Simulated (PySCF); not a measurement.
# C4H10P2Se: magnetic properties

Wanted: magnetic properties for C4H10P2Se (`C=CC[P@@](C)(P)=[Se]`).

Computed with PySCF 2.14.0 and routines of our own; the level stands in each step. Atoms count from 0.

## (1) The system as given

17 atoms, charge 0, multiplicity 1; geometry from: GFN2-xTB.

## (2) Magnetic properties: GIAO B97-2/pcSseg-1

The job: settings as JSON, then the geometry in Å.

```
{"job": {"kind": "mag", "xc": "B97-2", "basis": "pcSseg-1", "isotopologues": 2}, "charge": 0, "multiplicity": 1}
C      2.488138     0.248106     0.751381
C      1.871093    -0.316281    -0.272321
C      0.579385    -1.046792    -0.146988
P     -0.781247     0.150210    -0.553394
C     -2.303001    -0.784128    -0.116517
P     -0.597880     1.639518     1.050256
Se    -0.764229     0.822143    -2.550164
H      3.402591     0.802227     0.629554
H      2.110908     0.158029     1.759205
H      2.257693    -0.216282    -1.277514
H      0.509845    -1.872105    -0.859637
H      0.414527    -1.406511     0.871374
H     -3.167233    -0.166801    -0.357952
H     -2.338159    -1.688491    -0.722679
H     -2.309159    -1.035687     0.942579
H      0.307282     2.387399     0.307632
H     -1.687551     2.337475     0.535276
```

With the program's defaults for keys left out, this is: GIAO B97-2/pcSseg-1 magnetisability, rotational g tensor and spin-rotation constants, non-relativistic, gas phase.

Command:

```bash
$ OMP_NUM_THREADS=1 python excited_run.py task.json out
```

The driver reads the jobs from task.json and runs them one after another.

Log:

```text
coarse grid: 65600 points
cycle   1  E = -3242.9565684934  dE = -2.847e-01  |g| = 6.847e-01  |ddm| = 3.882e+00
cycle   2  E = -3242.9124619811  dE =  4.411e-02  |g| = 5.969e-01  |ddm| = 1.787e+00
cycle   3  E = -3242.9999749488  dE = -8.751e-02  |g| = 2.998e-01  |ddm| = 1.496e+00
cycle   4  E = -3243.0232026988  dE = -2.323e-02  |g| = 6.161e-02  |ddm| = 4.826e-01
cycle   5  E = -3243.0240139027  dE = -8.112e-04  |g| = 2.216e-02  |ddm| = 9.087e-02
cycle   6  E = -3243.0241405298  dE = -1.266e-04  |g| = 6.127e-03  |ddm| = 2.799e-02
cycle   7  E = -3243.0241490609  dE = -8.531e-06  |g| = 2.124e-03  |ddm| = 7.908e-03
final grid: 135480 points
cycle   8  E = -3243.0241310240  dE =  1.997e-06  |g| = 3.475e-03  |ddm| = 6.988e-03
cycle   9  E = -3243.0241243855  dE =  6.639e-06  |g| = 6.052e-03  |ddm| = 1.109e-02
cycle  10  E = -3243.0241343963  dE = -1.001e-05  |g| = 3.030e-04  |ddm| = 6.929e-03
cycle  11  E = -3243.0241344153  dE = -1.896e-08  |g| = 5.896e-05  |ddm| = 3.723e-04
cycle  12  E = -3243.0241344161  dE = -8.376e-10  |g| = 1.469e-05  |ddm| = 7.509e-05
converged SCF energy = -3243.0241344161

Magnetisability tensor (1e-30 J/T^2)
    -1756.68       30.70      -14.22
       30.70    -1855.99       -1.59
      -14.22       -1.59    -1789.03
isotropic -1800.57   principal values   -1864.79  -1793.34  -1743.57
isotropic susceptibility -108.433 1e-6 cm^3/mol

Inertial axes            a          b          c
rot. const./GHz      1.4272     0.8432     0.7257
chi total          -108.172   -106.327   -110.800
chi diamagnetic    -983.762  -1444.834  -1661.076
chi paramagnetic    875.590   1338.507   1550.276
quadrupole/D A       -8.082      2.962      5.120
g nuclear            0.5782     0.5217     0.5223
g electronic        -0.5871    -0.5302    -0.5285
g total             -0.0088    -0.0085    -0.0062

Spin-rotation constants (kHz, H = +C I.J)
atom  isotope        aa         bb         cc
  3    31P        2.083      1.498      1.260
  5    31P        1.763      1.205      0.878
  7     1H       -0.136     -0.007     -0.016
  8     1H       -0.032     -0.001     -0.076
  9     1H       -0.048      0.022     -0.070
 10     1H       -0.110     -0.071     -0.015
 11     1H       -0.043     -0.055     -0.065
 12     1H       -0.089     -0.036     -0.068
 13     1H       -0.136     -0.078     -0.007
 14     1H       -0.025     -0.070     -0.074
 15     1H       -0.159     -0.033     -0.023
 16     1H       -0.056     -0.049     -0.064
  0    13C*       0.395      0.316      0.182
  1    13C*       0.433      0.340      0.195
  2    13C*       0.256      0.168      0.137
  4    13C*       0.235      0.128      0.115
  6   77Se*       1.693      1.198      1.120
* in the singly substituted isotopologue

Isotopologues: g along a, b, c
2H    at 7,8,9,10,11,12    -0.0078    -0.0080    -0.0056
13C   at 0                 -0.0088    -0.0084    -0.0061
```

Wall time 58 s (1 thread of Arm Neoverse V1, shared host); peak memory 0.97 GiB.

From this job:

| quantity | value |
| --- | --- |
| magnetisability | -1801·10⁻³⁰ J/T² |
| molar susceptibility | -108.4·10⁻⁶ cm³/mol |
| rotational g (a, b, c) | -0.0088, -0.0085, -0.0062 |

Orbitals, density, ELF and potential are computed afterwards from the orbital file.

Frontier orbitals at B97-2/pcSseg-1, with the share of their density that lies nearest to each atom:

```
orbital  energy (eV)                     lies on
   HOMO        -5.69            Se6 78 %; P5 9 %
   LUMO        -0.63  P5 35 %; P3 23 %; Se6 18 %
```

ELF in a plane through or near 6 of the atoms.

Ten even steps from ' ' (0.00) to '@' (1.00):
```
                                                        
                                                        
                                ..::                    
                        ..  ..--%%%%**..                
                    ::**##**==%%@@@@@@**                
                    ==@@@@%%--%%@@@@@@++                
                      ##@@++::--##**::                  
        ++%%##==--::    --++**%%++..    --**++          
      ::@@@@@@%%++**--    ==@@@@**--..--@@@@@@::        
      ==@@@@@@##::%%##::  ::==..--%%**%%@@@@@@++        
      ..**@@%%++++%%**++++**##--**@@==::%%@@%%::        
          ::==##%%**++@@--::%%++--++**##%%==..          
          ::==**##****%%::::++::  ::@@@@@@%%::          
            --++++--::--##@@%%--  ..@@@@@@@@--          
                      ..%%@@@@++    --%%%%--            
                        --##**..                        
                                                        
                                                        
                                                        
                                                        
```
The map spans 12.3 Å across and 10.5 Å up, centred on the molecule. Atoms in the plane (x, y in Å): C2 (-0.4, -1.1), C4 (2.4, -0.4), H7 (-3.5, 0.4), H12 (3.2, 0.2), H13 (2.6, -1.4), H16 (1.3, 2.6).

log10 of the density (e/Å³) in the same plane.

Ten even steps from ' ' (-4.0) to '@' (1.2):
```
                                                        
                        ..............                  
                  ....::::----------::::..              
                  ..::--======++++====--..              
                ..::==++********##**++==::..            
          ....::::--++**########%%##++==::..            
      ..::--------==++**####%%####**++==--::::          
    ..::--++++++++++++++**######**++++========::..      
    ..--++**####****++++++**######**++******++--..      
    ::--++##%%%%%%####**++**############%%##**==::      
    ..--==**####%%%%################%%@@%%##**==::      
    ..::--++++**##%%%%%%%%@@##****####%%##**++--::      
      ..::==++++**######%%@@##**++**##%%##**==::..      
        ..--====++++++**######++==++******++==::        
          ..::------==++******++----======--::..        
              ....::::--======--::::::::::..            
                    ....::::::....                      
                          ..                            
                                                        
                                                        
```
The map spans 12.3 Å across and 10.5 Å up, centred on the molecule. Atoms in the plane (x, y in Å): C2 (-0.4, -1.1), C4 (2.4, -0.4), H7 (-3.5, 0.4), H12 (3.2, 0.2), H13 (2.6, -1.4), H16 (1.3, 2.6).

On the surface of density 0.002 e/bohr³ the electrostatic potential runs, from the 1st to the 99th percentile, from -1.29 V near Se6 to 1.23 V near H11.

## (3) Magnetic properties: GIAO BLYP/def2-SVP in acetonitrile

The job, as its differences from that of step 2:

```diff
@@ -1,2 +1,2 @@
-{"job": {"kind": "mag", "xc": "B97-2", "basis": "pcSseg-1", "isotopologues": 2}, "charge": 0, "multiplicity": 1}
+{"job": {"kind": "mag", "xc": "BLYP", "basis": "def2-SVP", "solvent": "acetonitrile"}, "charge": 0, "multiplicity": 1}
 C      2.488138     0.248106     0.751381
```

With the program's defaults for keys left out, this is: GIAO BLYP/def2-SVP magnetisability, non-relativistic, IEF-PCM acetonitrile.

Log:

```text
coarse grid: 65600 points
cycle   1  E = -3241.9037416665  dE = -3.292e-01  |g| = 5.928e-01  |ddm| = 4.315e+00
cycle   2  E = -3241.7962147311  dE =  1.075e-01  |g| = 8.399e-01  |ddm| = 1.949e+00
cycle   3  E = -3242.0015468376  dE = -2.053e-01  |g| = 1.427e-01  |ddm| = 1.259e+00
cycle   4  E = -3242.0055858825  dE = -4.039e-03  |g| = 6.616e-02  |ddm| = 2.604e-01
cycle   5  E = -3242.0068160000  dE = -1.230e-03  |g| = 1.924e-02  |ddm| = 1.015e-01
cycle   6  E = -3242.0069002215  dE = -8.422e-05  |g| = 8.412e-03  |ddm| = 2.540e-02
cycle   7  E = -3242.0069208415  dE = -2.062e-05  |g| = 1.774e-03  |ddm| = 1.234e-02
cycle   8  E = -3242.0069216464  dE = -8.049e-07  |g| = 4.076e-04  |ddm| = 2.748e-03
final grid: 135480 points
cycle   9  E = -3242.0069324791  dE = -1.254e-07  |g| = 6.925e-04  |ddm| = 4.216e-03
cycle  10  E = -3242.0069322581  dE =  2.210e-07  |g| = 1.156e-03  |ddm| = 1.919e-03
cycle  11  E = -3242.0069325921  dE = -3.340e-07  |g| = 1.575e-04  |ddm| = 1.192e-03
cycle  12  E = -3242.0069325986  dE = -6.446e-09  |g| = 2.619e-05  |ddm| = 1.634e-04
cycle  13  E = -3242.0069325988  dE = -1.919e-10  |g| = 5.435e-06  |ddm| = 3.341e-05
converged SCF energy = -3242.0069325988

Magnetisability tensor (1e-30 J/T^2)
    -1710.21       26.87      -11.62
       26.87    -1825.72        8.81
      -11.62        8.81    -1769.31
isotropic -1768.41   principal values   -1833.61  -1768.73  -1702.90
isotropic susceptibility -106.496 1e-6 cm^3/mol

Inertial axes            a          b          c
rot. const./GHz      1.4272     0.8432     0.7257
chi total          -106.539   -103.903   -109.048
chi diamagnetic    -981.838  -1444.121  -1660.518
chi paramagnetic    875.300   1340.218   1551.470
quadrupole/D A       -9.540      3.560      5.980
```

Wall time 28 s (1 thread of Arm Neoverse V1, shared host); peak memory 0.9 GiB.

From this job:

| quantity | value |
| --- | --- |
| magnetisability | -1768·10⁻³⁰ J/T² |
| molar susceptibility | -106.5·10⁻⁶ cm³/mol |

## (4) Outcome

```
                                            quantity                      value
       magnetisability (step 2, GIAO B97-2/pcSseg-1)           -1801·10⁻³⁰ J/T²
  molar susceptibility (step 2, GIAO B97-2/pcSseg-1)        -108.4·10⁻⁶ cm³/mol
rotational g (a, b, c) (step 2, GIAO B97-2/pcSseg-1)  -0.0088, -0.0085, -0.0062
               surface potential, 1st and 99th percentile         -1.29 V and 1.23 V
```

What this shows: Steps that list no spin-orbit terms leave them out, which matters at and beside the heavy atoms. By nearest atom (B97-2/pcSseg-1), the HOMO sits on Se6 78 %; P5 9 % and the LUMO on P5 35 %; P3 23 %. Vibrational averaging and real surroundings are missing from these values.
